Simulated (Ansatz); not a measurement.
# C4H12Ge: small, medium and large basis sets

How large a basis does C4H12Ge need? Two functionals are run in growing sets.

Computed with Ansatz 0.2.0, Gaussian basis. Level: one geometry, several basis sets.

Plan: PBE0-D4/def2-SVP; ωB97M-V/def2-SVP; PBE0-D4/def2-QZVPP; ωB97M-V/def2-QZVPP; the functionals' def2-TZVPP values are taken from earlier runs.

**1. The relaxed structure**

An earlier PBE0-D4 in a triple-zeta def2 set relaxation fixed the geometry.

SMILES `C[C](C)(C)[GeH3]`, 17 atoms, charge 0, spin multiplicity 1.

Atoms are counted from 1 here; the program's logs count them from 0.

Bond lengths: C1–C2 1.525 Å, C1–H6 1.094 Å, C1–H7 1.097 Å, C1–H8 1.094 Å, C2–C3 1.525 Å, C2–C4 1.525 Å, C2–Ge5 1.979 Å, C3–H9 1.094 Å, C3–H10 1.094 Å, C3–H11 1.097 Å, C4–H12 1.094 Å, C4–H13 1.094 Å, C4–H14 1.097 Å, Ge5–H15 1.542 Å, Ge5–H16 1.542 Å, Ge5–H17 1.542 Å. Angles: C2–C1–H6 111.8°, C2–C1–H7 110.1°, C2–C1–H8 111.8°, H6–C1–H7 107.5°, H6–C1–H8 107.9°, H7–C1–H8 107.5°, C1–C2–C3 110.0°, C1–C2–C4 110.0°, C1–C2–Ge5 108.9°, C3–C2–C4 110.0°, C3–C2–Ge5 108.9°, C4–C2–Ge5 108.9°, C2–C3–H9 111.8°, C2–C3–H10 111.8°, C2–C3–H11 110.1°, H9–C3–H10 107.9°, H9–C3–H11 107.5°, H10–C3–H11 107.5° and more.

**2. PBE0-D4 in def2-SVP**

in.yaml

```yaml
crystal:
  periodic: [false, false, false]
  atoms:
    - {symbol: C, position_ang: [-0.740215, 0.398956, -1.329149]}
    - {symbol: C, position_ang: [0.063021, -0.042343, -0.110844]}
    - {symbol: C, position_ang: [1.455115, 0.577850, -0.151524]}
    - {symbol: C, position_ang: [0.170387, -1.562777, -0.079772]}
    - {symbol: Ge, position_ang: [-0.865251, 0.569671, 1.526586]}
    - {symbol: H, position_ang: [-0.837059, 1.487007, -1.380400]}
    - {symbol: H, position_ang: [-0.241391, 0.069129, -2.248830]}
    - {symbol: H, position_ang: [-1.746525, -0.029054, -1.329949]}
    - {symbol: H, position_ang: [2.058039, 0.281576, 0.711358]}
    - {symbol: H, position_ang: [1.413430, 1.670378, -0.173954]}
    - {symbol: H, position_ang: [1.987184, 0.250029, -1.053108]}
    - {symbol: H, position_ang: [-0.813199, -2.039724, -0.049079]}
    - {symbol: H, position_ang: [0.741399, -1.912810, 0.784678]}
    - {symbol: H, position_ang: [0.682881, -1.922581, -0.980501]}
    - {symbol: H, position_ang: [-0.989676, 2.106343, 1.526819]}
    - {symbol: H, position_ang: [-2.279431, -0.040123, 1.597982]}
    - {symbol: H, position_ang: [-0.077709, 0.137976, 2.779688]}
basis:
  gaussian: {orbitals: def2-SVP}
hamiltonian: {xc: pbe0, dispersion: d4}
output: {orbitals: {seedname: orbitals}}
```

Run with:

```sh
$ ansatz run in.yaml --threads 8 --pin off --events-out ev --progress --plain --max-ram 20889MiB
```

Log:

```text
Functional definition: PBE0
  name "PBE0"
  cite "Adamo & Barone, J. Chem. Phys. 110, 6158 (1999) doi:10.1063/1.478522"
  cite "Perdew, Burke & Ernzerhof, Phys. Rev. Lett. 77, 3865 (1996) doi:10.1103/PhysRevLett.77.3865"
  parent pbe
  parameter a = 0.25
  parameter kappa = 0.804
  parameter beta = 0.06672455060314922
  exchange = (1 - a)*pbe_x(kappa = kappa, mu = beta*pi^2/3) + a*exact_x
  correlation = pbe_c(beta = beta)
1718 factors; their error is unknown
mean field evaluation 1: about -60830.6356 eV, gradient 5.9e1 eV
mean field evaluation 2: about -60825.2571 eV, gradient 7.4e1 eV
mean field evaluation 4: about -60839.2897 eV, gradient 3.0e0 eV
mean field evaluation 8: about -60839.3062 eV, gradient 9.6e-2 eV
mean field evaluation 16: about -60839.4305 eV, gradient 4.0e-5 eV
mean field -60839.43050446 eV, -2235.8078325917 hartree, gradient 4.0e-5 eV, S^2 0.000000; 0 other end points of the search recorded, 0 dependent functions left out
reference -60839.43053450 eV, -2235.8078336958 hartree; 34, 34 occupied and 114, 114 virtual orbitals, 1718 factors
Total energy: -60839.75934913 eV, -2235.8199174106 hartree
```

Wall time 3.5 s (8 threads of AMD EPYC, shared host).

**3. ωB97M-V in def2-SVP**

in.yaml, as its differences from that of step 2:

```diff
@@ -22,3 +22,3 @@
   gaussian: {orbitals: def2-SVP}
-hamiltonian: {xc: pbe0, dispersion: d4}
+hamiltonian: {xc: {name: wB97M-V}}
 output: {orbitals: {seedname: orbitals}}
```

Same command.

Log, cut to the lines that bear on the results:

```text
Functional definition: wB97M-V
  name "wB97M-V"
  cite "Mardirossian & Head-Gordon, J. Chem. Phys. 144, 214110 (2016) doi:10.1063/1.4952647"
  cite "Becke, J. Chem. Phys. 107, 8554 (1997) doi:10.1063/1.475007"
  cite "Vydrov & Van Voorhis, J. Chem. Phys. 133, 244103 (2010) doi:10.1063/1.3521275"
  # Of w^i u^j: cxij and so on, Table III.
[...]
  gx(w, u) = 1 - cx + cx01*u + cx10*w
  gss(w, u) = css00 + css04*u^4 + css10*w + css20*w^2 + css43*w^4*u^3
  gos(w, u) = cos00 + cos10*w + (cos20 + cos21*u)*w^2 + (cos60 + cos61*u)*w^6
[...]
      + integral(e_c_pw_mod_opposite_spin*gos(b97_w_opposite, b97_u_opposite)) + vv10(b, c)
1706 factors; their error is unknown
440 factors; integrals over basis functions are off by at most 6.3e-6 eV
[...]
mean field -60845.60983926 eV, -2236.0349189573 hartree, gradient 1.5e-5 eV, S^2 0.000000; 0 other end points of the search recorded, 0 dependent functions left out
reference -60845.60988773 eV, -2236.0349207384 hartree; 34, 34 occupied and 114, 114 virtual orbitals, 1706 factors
Total energy: -60845.60988773 eV, -2236.0349207384 hartree
```

Wall time 9 s (8 threads of AMD EPYC, shared host).

**4. PBE0-D4 in def2-QZVPP**

in.yaml, as its differences from that of step 3:

```diff
@@ -21,4 +21,4 @@
 basis:
-  gaussian: {orbitals: def2-SVP}
-hamiltonian: {xc: {name: wB97M-V}}
+  gaussian: {orbitals: "def2-QZVPP.json"}
+hamiltonian: {xc: pbe0, dispersion: d4}
 output: {orbitals: {seedname: orbitals}}
```

Same command.

Log:

```text
Functional definition: PBE0
  name "PBE0"
  cite "Adamo & Barone, J. Chem. Phys. 110, 6158 (1999) doi:10.1063/1.478522"
  cite "Perdew, Burke & Ernzerhof, Phys. Rev. Lett. 77, 3865 (1996) doi:10.1103/PhysRevLett.77.3865"
  parent pbe
  parameter a = 0.25
  parameter kappa = 0.804
  parameter beta = 0.06672455060314922
  exchange = (1 - a)*pbe_x(kappa = kappa, mu = beta*pi^2/3) + a*exact_x
  correlation = pbe_c(beta = beta)
2008 factors; their error is unknown
mean field evaluation 1: about -60838.6643 eV, gradient 7.8e1 eV
mean field evaluation 2: about -60822.7233 eV, gradient 1.1e2 eV
mean field evaluation 4: about -60852.4499 eV, gradient 6.4e0 eV
mean field evaluation 8: about -60852.5331 eV, gradient 7.9e-2 eV
mean field evaluation 16: about -60852.6704 eV, gradient 1.1e-4 eV
mean field -60852.67041525 eV, -2236.2943903388 hartree, gradient 5.1e-5 eV, S^2 0.000000; 0 other end points of the search recorded, 0 dependent functions left out
reference -60852.67046246 eV, -2236.2943920737 hartree; 34, 34 occupied and 643, 643 virtual orbitals, 2008 factors
Total energy: -60852.99927709 eV, -2236.3064757885 hartree
```

Wall time 27 s (8 threads of AMD EPYC, shared host); peak memory 3.8 GiB.

**5. ωB97M-V in def2-QZVPP**

in.yaml, as its differences from that of step 4:

```diff
@@ -22,3 +22,3 @@
   gaussian: {orbitals: "def2-QZVPP.json"}
-hamiltonian: {xc: pbe0, dispersion: d4}
+hamiltonian: {xc: {name: wB97M-V}}
 output: {orbitals: {seedname: orbitals}}
```

The command is unchanged.

Log, cut to the lines that bear on the results:

```text
Functional definition: wB97M-V
  name "wB97M-V"
  cite "Mardirossian & Head-Gordon, J. Chem. Phys. 144, 214110 (2016) doi:10.1063/1.4952647"
  cite "Becke, J. Chem. Phys. 107, 8554 (1997) doi:10.1063/1.475007"
  cite "Vydrov & Van Voorhis, J. Chem. Phys. 133, 244103 (2010) doi:10.1063/1.3521275"
  # Of w^i u^j: cxij and so on, Table III.
[...]
  gx(w, u) = 1 - cx + cx01*u + cx10*w
  gss(w, u) = css00 + css04*u^4 + css10*w + css20*w^2 + css43*w^4*u^3
  gos(w, u) = cos00 + cos10*w + (cos20 + cos21*u)*w^2 + (cos60 + cos61*u)*w^6
[...]
      + integral(e_c_pw_mod_opposite_spin*gos(b97_w_opposite, b97_u_opposite)) + vv10(b, c)
1996 factors; their error is unknown
549 factors; integrals over basis functions are off by at most 6.2e-6 eV
[...]
mean field -60859.16164378 eV, -2236.5329385875 hartree, gradient 1.2e-5 eV, S^2 0.000000; 0 other end points of the search recorded, 0 dependent functions left out
reference -60859.16171834 eV, -2236.5329413276 hartree; 34, 34 occupied and 643, 643 virtual orbitals, 1996 factors
Total energy: -60859.16171834 eV, -2236.5329413276 hartree
```

Run time: 48 s. Hardware: 8 threads of AMD EPYC, shared host; peak memory 4.6 GiB.

**6. Functionals by basis**

The def2-TZVPP values come from earlier runs at the same geometry.

```csv
functional,basis,functions,energy (eV),from the largest (eV),HOMO (eV),LUMO (eV)
PBE0-D4,def2-SVP,148,-60839.7593,13.240,-7.67,1.09
PBE0-D4,def2-TZVPP,340,-60851.5264,1.473,-7.68,0.67
PBE0-D4,def2-QZVPP,677,-60852.9993,0.000,-7.69,0.37
ωB97M-V,def2-SVP,148,-60845.6099,13.552,-9.81,2.81
ωB97M-V,def2-TZVPP,340,-60857.7172,1.445,-9.83,2.19
ωB97M-V,def2-QZVPP,677,-60859.1617,0.000,-9.84,1.58
```

**7. Results**

```
                                       quantity           value
PBE0-D4: double and triple zeta above quadruple  13.24, 1.47 eV
ωB97M-V: double and triple zeta above quadruple  13.55, 1.44 eV
```

In words: PBE0-D4 gains 11.77 eV from double to triple zeta, then 1.47 eV more. These are total energies; as a rule much of such shifts cancels in differences, which this series doesn't test. The LUMO of ωB97M-V is positive and keeps falling with the basis (2.81 to 1.58 eV): an unbound level that the basis holds in place.

For PBE0-D4 the largest set took about 8 times as long as the smallest (27 s against 3.5 s).
